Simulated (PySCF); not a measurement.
# C₆H₁₁NS: circular dichroism and optical rotation

What do calculations give for the circular dichroism and optical rotation of C₆H₁₁NS (`N[C@@H]1C=CC[C@H](S)C1`)?

Programs: PySCF 2.14.0, with routines of our own; each step states its level. All values are computed. Atoms count from 0.

### 1 The system as given

19 atoms, charge 0, multiplicity 1; geometry from: GFN2-xTB.

### 2 Circular dichroism and optical rotation: TDDFT BHandHLYP/def2-SVPD

Job settings and geometry (Å):

```
{"job": {"kind": "ecd", "xc": "BHandHLYP", "basis": "def2-SVPD", "nstates": 8}, "charge": 0, "multiplicity": 1}
N     -2.452705     0.485262    -0.864725
C     -1.346962     0.002419    -0.053154
C     -0.746726     1.162880     0.689554
C      0.548941     1.311611     0.905689
C      1.590377     0.338143     0.440545
C      0.948959    -0.982018     0.036470
S      2.168834    -2.094806    -0.764114
C     -0.258006    -0.739952    -0.853150
H     -2.119179     1.157474    -1.548088
H     -2.890543    -0.280528    -1.364717
H     -1.782659    -0.691484     0.680905
H     -1.461092     1.892573     1.039671
H      0.921329     2.175784     1.437895
H      2.124842     0.769565    -0.414546
H      2.328786     0.171971     1.228610
H      0.642549    -1.535812     0.927672
H      2.384507    -1.319828    -1.826137
H      0.038409    -0.126223    -1.710075
H     -0.649463    -1.687779    -1.230397
```

With the program's defaults for keys left out, this is: TDDFT BHandHLYP/def2-SVPD circular dichroism and optical rotation, one conformer, gas phase.

On the command line:

```bash
> OMP_NUM_THREADS=1 python excited_run.py task.json out
```

The driver reads the jobs from task.json and runs them one after another.

Output:

```text
coarse grid: 16024 points
cycle   1  E = -687.5816081229  dE =  1.256e+00  |g| = 3.890e-01  |ddm| = 8.825e+00
cycle   2  E = -687.6125735342  dE = -3.097e-02  |g| = 2.692e-01  |ddm| = 2.706e+00
cycle   3  E = -687.6287416191  dE = -1.617e-02  |g| = 6.197e-02  |ddm| = 1.389e+00
cycle   4  E = -687.6295275251  dE = -7.859e-04  |g| = 2.551e-02  |ddm| = 3.162e-01
cycle   5  E = -687.6296904523  dE = -1.629e-04  |g| = 4.653e-03  |ddm| = 9.231e-02
cycle   6  E = -687.6296959605  dE = -5.508e-06  |g| = 1.680e-03  |ddm| = 1.650e-02
final grid: 149080 points
cycle   7  E = -687.6881710466  dE = -2.680e-05  |g| = 3.716e-03  |ddm| = 1.590e-01
cycle   8  E = -687.6881709823  dE =  6.431e-08  |g| = 3.854e-03  |ddm| = 2.856e-02
cycle   9  E = -687.6881747199  dE = -3.738e-06  |g| = 2.956e-04  |ddm| = 1.086e-02
cycle  10  E = -687.6881747368  dE = -1.696e-08  |g| = 2.011e-04  |ddm| = 1.250e-03
cycle  11  E = -687.6881747473  dE = -1.044e-08  |g| = 2.967e-05  |ddm| = 8.635e-04
cycle  12  E = -687.6881747475  dE = -2.622e-10  |g| = 1.049e-05  |ddm| = 1.145e-04
converged SCF energy = -687.6881747475

Singlet excitations and rotatory strengths (1e-40 esu^2 cm^2)
state   eV       nm     f(len)   f(vel)    R(len)    R(vel)   main configurations
  1   5.6459   219.6  0.00366  0.00418    -1.067    -1.306   H->L 0.46, H->L+2 0.15, H->L+4 0.14
  2   6.4065   193.5  0.00189  0.00271   -14.852   -18.276   H->L+1 0.36, H->L 0.18, H->L+2 0.12
  3   6.4823   191.3  0.06091  0.06209    36.244    33.388   H->L+1 0.34, H-1->L 0.25, H->L 0.10
  4   6.9382   178.7  0.06519  0.06848    44.620    40.523   H-1->L 0.38, H-2->L 0.26, H->L+2 0.11
  5   7.0995   174.6  0.01150  0.01203    24.452    25.246   H->L+3 0.61, H->L+1 0.12
  6   7.2580   170.8  0.17783  0.17689   -94.542   -83.305   H-1->L+2 0.44, H-1->L+4 0.10, H->L+4 0.08
  7   7.3221   169.3  0.00985  0.00995   -11.655   -11.360   H->L+2 0.23, H->L+5 0.13, H->L 0.10
  8   7.4854   165.6  0.03194  0.03185   -43.744   -47.632   H-2->L 0.29, H-1->L+2 0.12, H->L+5 0.11

Specific rotation (deg / (dm g/mL))
    nm     length   length(OI)   velocity    alpha(len)  alpha(vel)
  633.0      70.82      71.35      67.70       98.623     98.978
  589.3      83.39      84.01      79.48       99.004     99.363
  546.0      99.66     100.39      94.63       99.483     99.848
  436.0     174.09     175.25     162.63      101.492    101.879
  405.0     212.10     213.46     196.64      102.420    102.818
  365.0     285.28     286.95     260.87      104.060    104.477
  355.0     310.15     311.91     282.35      104.578    105.002
```

Wall time 96 s (1 thread of Intel Xeon Platinum 8259CL at 2.50GHz, shared host); peak memory 1.1 GiB.

### 3 Summary of results

| quantity | value |
| --- | --- |
| state of largest rotatory strength (velocity form) among 8 (step 2, TDDFT BHandHLYP/def2-SVPD) | 7.26 eV, R = -83.3 (velocity), -94.5 (length) ·10⁻⁴⁰ esu² cm² |
| specific rotation at 633.0 nm (step 2, TDDFT BHandHLYP/def2-SVPD) | 67.7 (velocity), 70.8 (length) |

**Reading.** Rotations belong to one conformer.
